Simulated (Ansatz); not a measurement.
Crystal: NaLaMnMoO6.

```xyz
10
Lattice="0.0000 3.8626 3.8626 3.8626 0.0000 3.8626 3.8626 3.8626 0.0000" Properties=species:S:1:pos:R:3 pbc="T T T"
Na    1.9313    1.9313    1.9313
La    5.7939    5.7939    5.7939
Mn    3.8626    3.8626    3.8626
Mo    0.0000    0.0000    0.0000
O     1.9574    3.8626    3.8626
O     3.8626    3.8626    1.9574
O     3.8626    1.9574    3.8626
O     3.8626    5.7678    3.8626
O     3.8626    3.8626    5.7678
O     5.7678    3.8626    3.8626
```

The cell was built by a generator and needn't be a form met in nature.

| Quantity | Value |
| --- | --- |
| Program | Ansatz 0.2.0 |
| Task | single point |
| Functional | PBE |
| Potentials or basis | Ansatz PAW |
| Cutoff | 420 eV (not typed: the program's choice for these potentials) |
| k mesh | 6 × 6 × 6 |
| Occupations | fermi-dirac, width 0.05 eV |
| Spin | collinear spin, ferromagnetic start |
| Starting moments | [0.0, 0.0, 4.0, 1.0, 0.0, 0.0, 0.0, 0.0, 0.0, 0.0] μB |

On this cell: pressure 0.0 GPa; largest force under 0.003 eV/Å; net moment 1.16 μB per cell; site moments Na +0.00; La -0.03; Mn +1.76; Mo -0.49; O +0.01 μB; band gap on the k mesh none (metal or under the smearing width).

The same run follows on a disturbed copy (atoms moved at random, drawn with an rms of 0.05 Å):

```
Na La Mn Mo O
1.0
     0.00000    3.86259    3.86259
     3.86259    0.00000    3.86259
     3.86259    3.86259    0.00000
Na La Mn Mo O
1 1 1 1 6
Cartesian
  1.9423 1.9627 1.8979
  5.7564 5.7779 5.8138
  3.8328 3.8682 3.8444
  0.0151 -0.0032 0.0288
  1.9654 3.8566 3.8516
  3.8442 3.8584 1.9781
  3.8433 1.9447 3.8708
  3.8300 5.7757 3.8253
  3.8738 3.8707 5.7835
  5.8100 3.8792 3.8627
```

What does the disturbed cell give?

The energy (extrapolated to zero smearing) moves by +7.3 meV/atom; pressure 0.6 GPa; largest force 0.970 eV/Å; net moment 1.17 μB per cell; site moments Na +0.00; La -0.03; Mn +1.70; Mo -0.45; O +0.01, -0.00 μB; band gap on the k mesh none (metal or under the smearing width).

Forces in eV/Å, atoms in the order of the input:
```
Na  -0.045 -0.045  0.086
La   0.177  0.026 -0.034
Mn   0.595 -0.113  0.542
Mo  -0.283  0.073 -0.562
O   -0.138  0.015  0.198
O    0.189 -0.132 -0.310
O    0.275  0.373  0.063
O    0.140 -0.243  0.238
O    0.057  0.118 -0.256
O   -0.967 -0.073  0.035
```

Stress tensor (GPa, compression positive):
```
 0.86 -0.29 -0.07
-0.29  0.49 -0.52
-0.07 -0.52  0.39
```

Caveats: a cell with one magnetic atom can't hold antiferromagnetic order, which such compounds often take; semilocal functionals often make such compounds metallic where correlation or magnetic order opens a gap, which also shifts bond lengths; the starting moments weren't kept.
